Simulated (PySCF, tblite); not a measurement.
# C₃H₄FN₂S radical: geometry, infrared bands and EPR parameters

Wanted: the infrared bands and EPR parameters of C₃H₄FN₂S radical (`FCC1=NS[N]C1`), by calculation.

Programs: tblite 0.8.0 and PySCF 2.14.0, with density-fitted response routines of our own. Each step states its level of theory. These are calculated values for one molecule in the gas phase, unless marked as measured. Atoms are numbered from 0 throughout.

## Step 1: Starting geometry

11 atoms, charge 0, multiplicity 2; geometry from: force field or distance geometry start.

Bonds of the start (Å): F0–C1 1.37, C1–C2 1.52, C2–N3 1.26, N3–S4 1.77, S4–N5 1.80, N5–C6 1.45, C6–C2 1.46, C1–H7 1.07, C1–H8 1.13, C6–H9 1.12, C6–H10 1.11.

## Step 2: Geometry optimisation with GFN2-xTB

The job: settings as JSON, then the geometry in Å.

```
{"job": {"kind": "relax", "xc": "GFN2-xTB", "basis": "xTB"}, "charge": 0, "multiplicity": 2}
F     -1.717000     1.209400    -0.682100
C     -1.553500     0.017500    -0.036700
C     -0.082800    -0.355600    -0.169900
N      0.265100    -1.409000    -0.767000
S      2.030200    -1.419000    -0.676300
N      2.106300    -0.309000     0.732300
C      0.984500     0.511800     0.330100
H     -2.227900    -0.721900    -0.425900
H     -1.787500     0.196700     1.049200
H      0.637600     1.176900     1.159400
H      1.350500     1.105000    -0.539100
```

The run is started by

```
$ OMP_NUM_THREADS=1 python probes_run.py task.json out
```

This one command runs all jobs of the session in turn.

Output:

```text
step      E/eV     max force
  0    -603.55080    4.011
  1    -603.97164    2.701
  2    -604.17894    1.672
  3    -604.24335    1.024
  4    -604.32124    0.706
  5    -604.40862    0.905
  6    -604.46509    0.894
  7    -604.52688    0.728
  8    -604.56977    0.691
  9    -604.60713    0.626
 10    -604.64168    0.549
 11    -604.66742    0.472
 12    -604.68593    0.365
 13    -604.69833    0.338
 14    -604.70750    0.301
 15    -604.71669    0.271
 16    -604.72422    0.218
 17    -604.72926    0.191
 18    -604.73240    0.146
 19    -604.73511    0.154
 20    -604.73753    0.157
 21    -604.74073    0.154
 22    -604.74364    0.161
 23    -604.74616    0.151
 24    -604.74831    0.156
 25    -604.75053    0.122
 26    -604.75246    0.122
 27    -604.75390    0.103
 28    -604.75502    0.114
 29    -604.75592    0.087
 30    -604.75653    0.061
 31    -604.75682    0.033
 32    -604.75694    0.027
 33    -604.75704    0.030
 34    -604.75718    0.039
 35    -604.75735    0.041
 36    -604.75753    0.038
 37    -604.75771    0.037
 38    -604.75794    0.042
 39    -604.75827    0.058
 40    -604.75876    0.068
 41    -604.75933    0.074
 42    -604.75982    0.051
 43    -604.76023    0.058
 44    -604.76062    0.057
 45    -604.76109    0.065
 46    -604.76169    0.080
 47    -604.76226    0.061
 48    -604.76274    0.050
 49    -604.76315    0.055
 50    -604.76364    0.082
 51    -604.76420    0.107
 52    -604.76507    0.115
 53    -604.76631    0.109
 54    -604.76840    0.142
 55    -604.76996    0.136
 56    -604.77089    0.172
 57    -604.76722    0.247
 58    -604.77216    0.041
 59    -604.77232    0.049
 60    -604.77252    0.059
 61    -604.77270    0.046
 62    -604.77283    0.040
 63    -604.77296    0.034
 64    -604.77318    0.036
 65    -604.77347    0.043
 66    -604.77376    0.041
 67    -604.77400    0.049
 68    -604.77418    0.032
 69    -604.77342    0.152
 70    -604.77431    0.024
 71    -604.77436    0.017
 72    -604.77442    0.053
 73    -604.77449    0.013
 74    -604.77452    0.012
 75    -604.77459    0.038
 76    -604.77464    0.006
```

It took 0.31 s on 1 thread of Arm Neoverse V2, shared host.

Along the way: (not every step is listed)

```
step  energy from step 0 (eV)  largest force (eV/Å)
   0                   0.0000                4.0110
   1                  -0.4208                2.7008
   2                  -0.6281                1.6722
   3                  -0.6925                1.0236
   4                  -0.7704                0.7065
   5                  -0.8578                0.9052
   6                  -0.9143                0.8938
   7                  -0.9761                0.7284
   8                  -1.0190                0.6912
  14                  -1.1567                0.3013
  20                  -1.1867                0.1570
  26                  -1.2017                0.1224
  32                  -1.2061                0.0273
  38                  -1.2071                0.0418
  44                  -1.2098                0.0566
  50                  -1.2128                0.0820
  56                  -1.2201                0.1722
  62                  -1.2220                0.0396
  68                  -1.2234                0.0315
  71                  -1.2236                0.0172
  72                  -1.2236                0.0525
  73                  -1.2237                0.0131
  74                  -1.2237                0.0124
  75                  -1.2238                0.0384
  76                  -1.2238                0.0060
```

Close pairs (by a distance rule), those that changed most:

```
 bond  before (Å)  after (Å)  change (Å)
S4–N5       1.795      1.597      -0.198
N3–S4       1.767      1.668      -0.100
C2–C6       1.463      1.511      +0.048
C1–C2       1.523      1.488      -0.035
C1–H8       1.125      1.097      -0.028
N5–C6       1.447      1.423      -0.024
C1–H7       1.074      1.096      +0.022
C2–N3       1.260      1.281      +0.021
```

The end geometry stands in the next job.

## Step 3: Vibrational analysis with GFN2-xTB

The job: settings as JSON, then the geometry in Å.

```
{"job": {"kind": "ir", "xc": "GFN2-xTB", "basis": "xTB"}, "charge": 0, "multiplicity": 2}
F     -1.653302     1.391069    -0.005700
C     -1.534717     0.028916    -0.074254
C     -0.104701    -0.382152    -0.055838
N      0.255607    -1.604454    -0.184270
S      1.918387    -1.706100    -0.107247
N      2.233415    -0.153333     0.096135
C      1.027922     0.602151     0.122000
H     -2.025142    -0.299686    -0.997861
H     -2.070999    -0.389278     0.786538
H      0.933091     1.154246     1.069567
H      1.025864     1.361290    -0.675033
```

Output:

```text
mode    cm-1     km/mol
  1      23.1     13.19
  2     176.8      4.66
  3     186.3      1.08
  4     267.5     28.18
  5     403.3      4.00
  6     461.0      3.61
  7     621.0      2.16
  8     636.1      7.45
  9     736.2     65.90
 10     839.1      0.32
 11     849.4     93.41
 12     889.0      5.31
 13     950.8      0.23
 14    1057.7     52.56
 15    1060.2      0.88
 16    1111.6      0.67
 17    1176.5      5.32
 18    1192.9      6.21
 19    1248.7     38.53
 20    1289.4     10.04
 21    1406.6     12.70
 22    1407.9     12.77
 23    1589.3     17.54
 24    2821.1      8.23
 25    2877.8     17.00
 26    2917.7      7.02
 27    2936.1      9.60
```

Wall time 0.21 s (1 thread of Arm Neoverse V2, shared host).

Which atoms move in the most intense modes:

```
cm⁻¹  km/mol                                atoms
  23    13.2   F0 34 %, C1 17 %, H7 11 %, H8 11 %
 268    28.2  N5 31 %, S4 20 %, H9 11 %, H10 11 %
 736    65.9                     N3 72 %, S4 18 %
 849    93.4                     N5 63 %, S4 16 %
1058    52.6                     C1 49 %, F0 35 %
1249    38.5  C2 38 %, C6 20 %, H10 13 %, H9 13 %
1589    17.5                     C2 63 %, N3 34 %
2878    17.0                    H10 49 %, H9 47 %
```

## Step 4: EPR parameters: B3LYP/pcH-1

Same as in step 3 but for these lines:

```diff
@@ -1,2 +1,2 @@
-{"job": {"kind": "ir", "xc": "GFN2-xTB", "basis": "xTB"}, "charge": 0, "multiplicity": 2}
+{"job": {"kind": "epr", "basis": "pcH-1"}, "charge": 0, "multiplicity": 2}
 F     -1.653302     1.391069    -0.005700
```

Method: UKS B3LYP, pcH-1 on C F H N S, non-relativistic, mean-field spin-orbit, GIAO.

Output:

```text
UKS, coarse grid
  cycle   1  E = -724.12101488  |g| = 4.59e-01
  cycle   2  E = -723.98880663  |g| = 7.53e-01
  cycle   3  E = -724.19313459  |g| = 9.51e-02
  cycle   4  E = -724.19560091  |g| = 6.80e-02
  cycle   5  E = -724.19755581  |g| = 1.78e-02
  cycle   6  E = -724.19766614  |g| = 1.23e-02
  cycle   7  E = -724.19774577  |g| = 3.04e-03
  cycle   8  E = -724.19775345  |g| = 1.23e-03
  cycle   9  E = -724.19775415  |g| = 4.24e-04
UKS, final grid
  cycle   1  E = -724.19776279  |g| = 5.26e-04
  cycle   2  E = -724.19776264  |g| = 8.83e-04
  cycle   3  E = -724.19776296  |g| = 1.37e-04
  cycle   4  E = -724.19776297  |g| = 8.25e-05
  cycle   5  E = -724.19776299  |g| = 7.20e-05
  cycle   6  E = -724.19776299  |g| = 1.85e-05
E = -724.19776299 Eh   <S^2> = 0.7574 (exact 0.7500)
g shifts (ppm)      1          2          3
  rmc          -221       -221       -221
  gc             33        -16         37
  oz_so        -619       -104       7805
  total        -807       -341       7621
hyperfine (MHz)  atom isotope    a_iso     a_fc   dipolar eigenvalues
    0   19F      -1.64      -1.62     -1.28     -0.30      1.59
    1   13C      -5.12      -5.12     -0.36     -0.14      0.51
    2   13C      12.08      12.07    -12.04     -8.89     20.93
    3   14N      -3.77      -3.77     -4.90      2.24      2.66
    4   33S       5.49       6.10    -30.92    -27.14     58.06
    5   14N      28.19      27.98    -31.94    -31.51     63.46
    6   13C     -34.31     -34.33     -2.93      0.03      2.90
    7    1H      11.63      11.63     -1.21     -1.14      2.35
    8    1H      13.37      13.36     -1.26     -1.10      2.37
    9    1H     154.71     154.71     -4.81     -2.93      7.74
   10    1H     155.26     155.26     -4.85     -2.89      7.74
```

Wall time 50 s (1 thread of Arm Neoverse V2, shared host); peak memory 0.87 GiB.

Principal g values 2.00151, 2.00198, 2.00994; g(iso) = 2.00448, against 2.00232 for a free electron.

Hyperfine couplings; where a row names several nuclei, a(iso) is their mean (it holds for fast rotation or exchange) and the dipolar term the largest among them:

```
 nuclei  isotope  a(iso) (MHz)  a(iso) (G, at g = 2.0023)  largest dipolar term (MHz)
H9, H10       1H         155.0                       55.3                         7.7
     C6      13C         -34.3                      -12.2                        -2.9
     N5      14N          28.2                       10.1                        63.5
 H7, H8       1H          12.5                        4.5                         2.4
     C2      13C          12.1                        4.3                        20.9
     S4      33S           5.5                        2.0                        58.1
     C1      13C          -5.1                       -1.8                         0.5
     N3      14N          -3.8                       -1.3                        -4.9
     F0      19F          -1.6                       -0.6                         1.6
```

Mulliken spin populations:

```
atom  value (e)
  F0       0.00
  C1      -0.01
  C2       0.12
  N3      -0.07
  S4       0.26
  N5       0.62
  C6      -0.07
  H7       0.00
  H8       0.01
  H9       0.07
 H10       0.07
```

In first order the couplings over 0.8 MHz of 1H, 14N, 19F give 162 distinct lines over 142.9 G, if the averaged nuclei exchange fast; the same motion can average rows kept apart here too.

Orbitals, density, ELF and potential are computed afterwards from the orbital file.

ELF in a plane through or near 7 of the atoms.

Ten even steps from '0' (0.00) to '9' (0.95):
```
0000000000000000000000000000
0000000000000000000000000000
0000000000000000000000000000
0000000000000000000000000000
0000000000000000012110000000
0000000001233100367653100000
0000233113576301598787310000
0003788634435310482698410000
0025899888282640168864100000
0025897749869967723421000000
0002577466347138936253000000
0000126885126327844764100000
0000243213677973224542000000
0002683782865373000110000000
0014898424686997200000000000
0013799963269998400000000000
0001467731037886300000000000
0000123200002441000000000000
0000000000000000000000000000
0000000000000000000000000000
```
The map spans 9.7 Å across and 8.3 Å up, centred on the molecule. Atoms in the plane (x, y in Å): F0 (1.8, 1.2), C1 (1.5, -0.2), C2 (0.1, -0.4), N3 (-0.4, -1.6), S4 (-2.1, -1.5), N5 (-2.2, 0.1), C6 (-0.9, 0.7).

On the surface of density 0.002 e/bohr³ the electrostatic potential runs, from the 1st to the 99th percentile, from -1.57 V near N5 to 1.25 V near H8.

The spin density lies nearest to N5 47 %; S4 26 %; C2 8 %.

## Step 5: Results

```
                                                                  quantity                     value
                                 strongest single infrared mode (GFN2-xTB)       849 cm⁻¹, 93 km/mol
                                              zero-point energy (GFN2-xTB)             44.5 kcal/mol
                                                            g(iso) (B3LYP)                   2.00448
                                                                      ⟨S²⟩        0.757 (exact 0.75)
                                        largest a(iso) (averaged by class)  1H on H9, H10, 155.0 MHz
potential on the surface of density 0.002 e/bohr³, 1st and 99th percentile        -1.57 V and 1.25 V
```

What this shows: Relaxing lowered the energy by 1.224 eV in 76 steps; the close pair that moved most is S4–N5, from 1.795 to 1.597 Å. All 27 modes are real, so the xTB geometry is a minimum. The strongest single mode, at 849 cm⁻¹, moves mainly N5. Unscaled tight-binding wavenumbers are off by several per cent, some by more. Its intensities can rank the bands wrongly. The largest share of the spin, 0.62 e, sits on N5. The isotropic g lies 2.2 ppt above the free-electron value. The conformer search found further structures of the same energy, which may be mirror or relabelled copies of this one.
